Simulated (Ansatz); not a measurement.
# C₆H₁₅B: vertical ionisation energy

One table from this session's results is given with a row withheld; the runs are named, their logs left out.

Program: Ansatz 0.2.0, Gaussian basis. Level of theory: unrestricted cation, the program's frozen cores in correlated methods. These are calculated values, not measurements.

The runs, in order: UKS PBE-D4/def2-TZVPP; UKS r2SCAN-D4/def2-TZVPP; UKS PBE0-D4/def2-TZVPP; UKS B3LYP-D4/def2-TZVPP; UKS wB97X-V/def2-TZVPP; UKS wB97M-V/def2-TZVPP; UKS B2PLYP/def2-TZVPP; UHF-CCSD(T)/def2-TZVPP; UHF-MP2/def2-QZVPP; extrapolation to the limit; then −ε(HOMO) from the neutral's earlier runs with LDA (SPW92), PBE-D4, revPBE-D4, BLYP-D4, r2SCAN-D4, B97M-V, PBE0-D4, B3LYP-D4, r2SCANh-D4, r2SCAN0-D4, HSE06-D4, BHLYP-D4, CAM-B3LYP-D4, LC-ωPBE, ωB97X-V, ωB97M-V.

### The geometry

The geometry comes from an earlier relaxation with PBE0-D4 in a triple-zeta def2 set; it is a stationary point, not always the lowest conformer.

SMILES `CCB(CC)CC`, 22 atoms, charge 0, spin multiplicity 1.

Atoms are counted from 1 here; the program's logs count them from 0.

Bond lengths: C1–C2 1.522 Å, C1–H8 1.093 Å, C1–H9 1.093 Å, C1–H10 1.093 Å, C2–B3 1.571 Å, C2–H11 1.103 Å, C2–H12 1.099 Å, B3–C4 1.573 Å, B3–C6 1.572 Å, C4–C5 1.537 Å, C4–H13 1.095 Å, C4–H14 1.096 Å, C5–H15 1.093 Å, C5–H16 1.094 Å, C5–H17 1.094 Å, C6–C7 1.539 Å, C6–H18 1.095 Å, C6–H19 1.095 Å and more. Angles: C2–C1–H8 111.5°, C2–C1–H9 112.1°, C2–C1–H10 111.3°, H8–C1–H9 107.4°, H8–C1–H10 107.0°, H9–C1–H10 107.3°, C1–C2–B3 118.9°, C1–C2–H11 109.9°, C1–C2–H12 110.7°, B3–C2–H11 104.2°, B3–C2–H12 108.8°, H11–C2–H12 102.9°, C2–B3–C4 118.8°, C2–B3–C6 121.9°, C4–B3–C6 119.2°, B3–C4–C5 108.0°, B3–C4–H13 112.5°, B3–C4–H14 111.4° and more.

Set-up of the first run:

The input, in.yaml:

```yaml
crystal:
  periodic: [false, false, false]
  atoms:
    - {symbol: C, position_ang: [2.160456, 0.234704, 1.280789]}
    - {symbol: C, position_ang: [1.187497, -0.754628, 0.655189]}
    - {symbol: B, position_ang: [-0.106659, -0.205685, -0.045699]}
    - {symbol: C, position_ang: [-1.261501, -1.213693, -0.400453]}
    - {symbol: C, position_ang: [-2.311642, -1.145566, 0.719732]}
    - {symbol: C, position_ang: [-0.258258, 1.307071, -0.444686]}
    - {symbol: C, position_ang: [0.431372, 1.496926, -1.806808]}
    - {symbol: H, position_ang: [2.509870, 0.969940, 0.551179]}
    - {symbol: H, position_ang: [3.043282, -0.260962, 1.692744]}
    - {symbol: H, position_ang: [1.690040, 0.791863, 2.095509]}
    - {symbol: H, position_ang: [1.696436, -1.336327, -0.132247]}
    - {symbol: H, position_ang: [0.897007, -1.526135, 1.381491]}
    - {symbol: H, position_ang: [-0.904579, -2.245339, -0.490529]}
    - {symbol: H, position_ang: [-1.745668, -0.950002, -1.348020]}
    - {symbol: H, position_ang: [-3.149441, -1.818630, 0.522658]}
    - {symbol: H, position_ang: [-2.719269, -0.136465, 0.826200]}
    - {symbol: H, position_ang: [-1.885463, -1.429716, 1.686225]}
    - {symbol: H, position_ang: [-1.309232, 1.600496, -0.540156]}
    - {symbol: H, position_ang: [0.205850, 1.982738, 0.280881]}
    - {symbol: H, position_ang: [-0.011632, 0.854522, -2.573141]}
    - {symbol: H, position_ang: [1.496761, 1.256182, -1.755407]}
    - {symbol: H, position_ang: [0.344785, 2.528727, -2.155472]}
basis:
  gaussian: {orbitals: def2-TZVPP}
total_charge: 1
magnetization: {spin_polarized: true, initial_magnetization: 1}
hamiltonian: {xc: pbe, dispersion: d4}
```

On the command line:

```sh
$ ansatz run in.yaml --threads 2 --pin off --events-out ev --progress --plain --max-ram 32768MiB --backend cuda --devices 0, --max-vram 18GiB
```

Among the steps run: Cation, UKS PBE-D4/def2-TZVPP; Cation, UKS r2SCAN-D4/def2-TZVPP; Cation, UKS PBE0-D4/def2-TZVPP; Cation, UKS B3LYP-D4/def2-TZVPP; Cation, UKS wB97X-V/def2-TZVPP; Cation, UKS wB97M-V/def2-TZVPP; Cation, UKS B2PLYP (frozen core)/def2-TZVPP; Cation, UHF-CCSD(T)/def2-TZVPP; Cation, UHF-MP2/def2-QZVPP.

One of the session's tables, all rows but one given; the rest of the session is left out.

It belongs to the step «Ionisation energies side by side». For comparison, −ε(HOMO) of the neutral from earlier runs:

| functional | −ε(HOMO) (eV) |
| --- | --- |
| LDA (SPW92) | 6.60 |
| PBE-D4 | 6.52 |
| revPBE-D4 | 6.48 |
| BLYP-D4 | 6.45 |
| r2SCAN-D4 | 6.78 |
| B97M-V | 6.90 |
| PBE0-D4 | 7.86 |
| B3LYP-D4 | 7.68 |
| r2SCANh-D4 | ? |
| r2SCAN0-D4 | 8.02 |
| HSE06-D4 | 7.45 |
| BHLYP-D4 | 9.17 |
| CAM-B3LYP-D4 | 9.29 |
| LC-ωPBE | 10.61 |
| ωB97X-V | 10.28 |
| ωB97M-V | 10.16 |

Q: Estimate the row for r2SCANh-D4 from the others.

Worked estimate for «−ε(HOMO) (eV)». Against the share of exact exchange, r2SCAN-D4 (0, 6.78), r2SCAN0-D4 (0.25, 8.02) give a slope of 4.96 per unit share; at 0.1 the line stands at 7.28.

The run gave: −ε(HOMO) (eV): 7.27. In «−ε(HOMO) (eV)» the line misses by +0.01.

Caveats from the session: The cation may have settled in a state other than its lowest; no search over hole states beyond the program's own was made.
